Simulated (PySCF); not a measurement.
# One shape, several levels: As2 (SMILES [As]#[As])

We compute a comparison of 6 runs (HF/STO-3G, HF/3-21G, B3LYP/6-31G*, B2PLYP/def2-TZVPPD, wB97M-V/def2-TZVPPD, SCS-MP2/def2-TZVPPD) of As2. The job is set up through a Python script.

The results are computed with PySCF 2.14.0.

1 further run of the same task is left out (set aside as unsound or not needed).

## 1. The structure to begin with

The species is As2 (2 atoms), meant as a singlet with charge 0. As SMILES, `[As]#[As]`. The As1–As2 distance was set to 2.722 Å, away from the relaxed value.

Bond lengths: As1–As2 2.722 Å.

## 2. A single-point energy at HF/STO-3G (run 1)

The input, input.xyz:

```xyz
2

As     0.000000     0.000000    -0.628230
As     0.000000     0.000000     2.093970
```

The input, run.py:

```python
from pyscf import gto

mol = gto.Mole()
mol.atom = 'input.xyz'
mol.basis = 'sto-3g'
mol.max_memory = 1860
mol.verbose = 3
mol.build()

calc0 = mol.RHF()
calc0.conv_tol = 1e-10
calc0.kernel()
if not calc0.converged:
    calc0 = calc0.newton().run(calc0.mo_coeff, calc0.mo_occ)

e_final = calc0.e_tot
print('E(%s) = %.9f' % ('HF', e_final))
```

Launch:

```sh
$ OMP_NUM_THREADS=1 python run.py
```

What it wrote:

```text
converged SCF energy = -4418.34205246737
E(HF) = -4418.342052467
```

Wall time 6.4 s (1 thread of Intel Xeon at 2.50GHz (Skylake/Cascade Lake), shared host); peak memory 0.12 GiB.

## 3. A single-point energy at HF/3-21G (run 2)

The input, calc.py:

```python
from pyscf import gto, scf

system = gto.M(
    atom=[
    ('As', (0.000000, 0.000000, -0.628230)),
    ('As', (0.000000, 0.000000, 2.093970)),
],
    basis='3-21g',
    charge=0,
    spin=0,
    max_memory=1860,
    verbose=4,
)

calc0 = scf.RHF(system)
calc0.conv_tol = 1e-10
calc0.kernel()
if not calc0.converged:
    calc0 = calc0.newton().run(calc0.mo_coeff, calc0.mo_occ)

e_tot = calc0.e_tot
print('E = %.10f Eh' % e_tot)
```

Launch:

```sh
$ OMP_NUM_THREADS=1 python calc.py
```

What it wrote:

```text
PySCF version 2.14.0

[INPUT] num. atoms = 2
[INPUT] num. electrons = 66
[INPUT] charge = 0
[INPUT] spin (= nelec alpha-beta = 2S) = 0
[INPUT] symmetry False subgroup None
[INPUT] Mole.unit = angstrom
[INPUT] Symbol           X                Y                Z      unit          X                Y                Z       unit  Magmom
[INPUT]  1 As     0.000000000000   0.000000000000  -0.628230000000 AA    0.000000000000   0.000000000000  -1.187182643236 Bohr   0.0
[INPUT]  2 As     0.000000000000   0.000000000000   2.093970000000 AA    0.000000000000   0.000000000000   3.957029813056 Bohr   0.0

nuclear repulsion = 211.694211553846
number of shells = 20
number of NR pGTOs = 108
number of NR cGTOs = 44
basis = 3-21g
ecp = {}

******** <class 'pyscf.scf.hf.RHF'> ********
method = RHF
initial guess = minao
damping factor = 0
level_shift factor = 0
DIIS = <class 'pyscf.scf.diis.CDIIS'>
diis_start_cycle = 1
diis_space = 8
diis_damp = 0
SCF conv_tol = 1e-10
SCF conv_tol_grad = None
SCF max_cycles = 50
direct_scf = True
direct_scf_tol = 1e-13
Set gradient conv threshold to 1e-05
Initial guess from minao.
init E= -4442.10894494743
  HOMO = -0.264436978422856  LUMO = -0.167660639204113  gap/eV = 2.63342
cycle= 1 E= -4446.74612902265  delta_E= -4.64  |g|= 0.115  |ddm|= 1.64
  HOMO = -0.275793671390436  LUMO = -0.0344845566029919  gap/eV = 6.56636
cycle= 2 E= -4446.74972196429  delta_E= -0.00359  |g|= 0.0133  |ddm|= 0.179
  HOMO = -0.28474882063422  LUMO = -0.0427167780277255  gap/eV = 6.58603
cycle= 3 E= -4446.74983103699  delta_E= -0.000109  |g|= 0.00353  |ddm|= 0.0309
  HOMO = -0.284844828473354  LUMO = -0.0425409375873137  gap/eV = 6.59342
cycle= 4 E= -4446.74984048554  delta_E= -9.45e-06  |g|= 0.000193  |ddm|= 0.0112
  HOMO = -0.284856797387803  LUMO = -0.0425562250629415  gap/eV = 6.59333
cycle= 5 E= -4446.74984050938  delta_E= -2.38e-08  |g|= 2.56e-05  |ddm|= 0.000652
  HOMO = -0.284851574008984  LUMO = -0.0425513380168377  gap/eV = 6.59333
cycle= 6 E= -4446.74984050981  delta_E= -4.34e-10  |g|= 2.18e-06  |ddm|= 9.15e-05
  HOMO = -0.284851465480336  LUMO = -0.042551157193264  gap/eV = 6.59333
cycle= 7 E= -4446.74984050981  delta_E= 6.37e-12  |g|= 1e-07  |ddm|= 7.72e-06
  HOMO = -0.284851480764852  LUMO = -0.0425511719576796  gap/eV = 6.59333
Extra cycle  E= -4446.74984050981  delta_E= -2.73e-12  |g|= 2.17e-08  |ddm|= 1.76e-07
converged SCF energy = -4446.74984050981
E = -4446.7498405098 Eh
```

It took 4.5 s on 1 thread of Intel Xeon at 2.50GHz (Skylake/Cascade Lake), shared host; peak memory 0.1 GiB.

Runs 3 to 5 aren't shown in full; the table further down has their settings and results.

## 4. The energy at SCS-MP2/def2-TZVPPD (run 6)

The input, input.py:

```python
from pyscf import gto, mp

system = gto.M(
    atom='''
As     0.000000     0.000000    -1.187183
As     0.000000     0.000000     3.957030
''',
    verbose=3,
    unit='bohr',
    max_memory=1860,
    basis='def2-tzvppd',
    spin=0,
)

calc0 = system.RHF()
calc0.conv_tol = 1e-10
calc0.kernel()
if not calc0.converged:
    calc0 = calc0.newton().run(calc0.mo_coeff, calc0.mo_occ)

pt = mp.MP2(calc0, frozen=18).run()
e_final = calc0.e_tot + 1.2 * pt.e_corr_os + pt.e_corr_ss / 3
print('E = %.10f Eh' % e_final)
```

Launch:

```sh
$ OMP_NUM_THREADS=1 python input.py
```

What it wrote:

```text
converged SCF energy = -4468.27521577552
E(RMP2) = -4468.86886512204  E_corr = -0.593649346520589
E(SCS-RMP2) = -4468.82742040981  E_corr = -0.552204634291799
E = -4468.8274204098 Eh
```

Run time: 14 s. Hardware: 1 thread of Intel Xeon at 2.50GHz (Skylake/Cascade Lake), shared host; peak memory 0.31 GiB.

## 5. Overview of the runs

```
run                               level  integration grid  frozen core orbitals   energy (Eh)  dipole moment (D) of the reference  HOMO energy (eV)  LUMO energy (eV)  wall time
  1                           HF/STO-3G                 –                     –  -4418.342052                                0.00             -3.75              2.88      6.4 s
  2                            HF/3-21G                 –                     –  -4446.749841                                0.00             -7.75             -1.16      4.5 s
  3  B3LYP/6-31G* (spherical functions)                 5                     –  -4471.179567                                0.00             -6.31             -3.98       25 s
  4                  B2PLYP/def2-TZVPPD                 5                    18  -4470.961232                                0.00             -6.91             -2.88       46 s
  5                 wB97M-V/def2-TZVPPD                 5                     –  -4471.394214                                0.00             -8.15             -2.10      2 min
  6                 SCS-MP2/def2-TZVPPD                 –                    18  -4468.827420                                0.00             -7.80             -1.30       14 s
```

## 6. Results

```
                                           quantity           value
                                run 6: total energy  -4468.82742 Eh
        run 6: dipole moment (Hartree–Fock density)          0.00 D
         run 6: HOMO energy (Hartree–Fock orbitals)        -7.80 eV
         run 6: LUMO energy (Hartree–Fock orbitals)        -1.30 eV
       run 6: HOMO–LUMO gap (Hartree–Fock orbitals)         6.50 eV
run 6: correlation energy (18 core orbitals frozen)      -552.2 mEh
```

Over runs 1, 2, 3, 4, 5 the HOMO–LUMO gap runs from 2.33 eV (B3LYP/6-31G*) to 6.63 eV (HF/STO-3G). The two ends differ in method and basis. Totals of different functionals can't be ranked against each other. In run 1 the basis is minimal, so the values are rough. All runs together took 3.6 min, the longest 2 min.
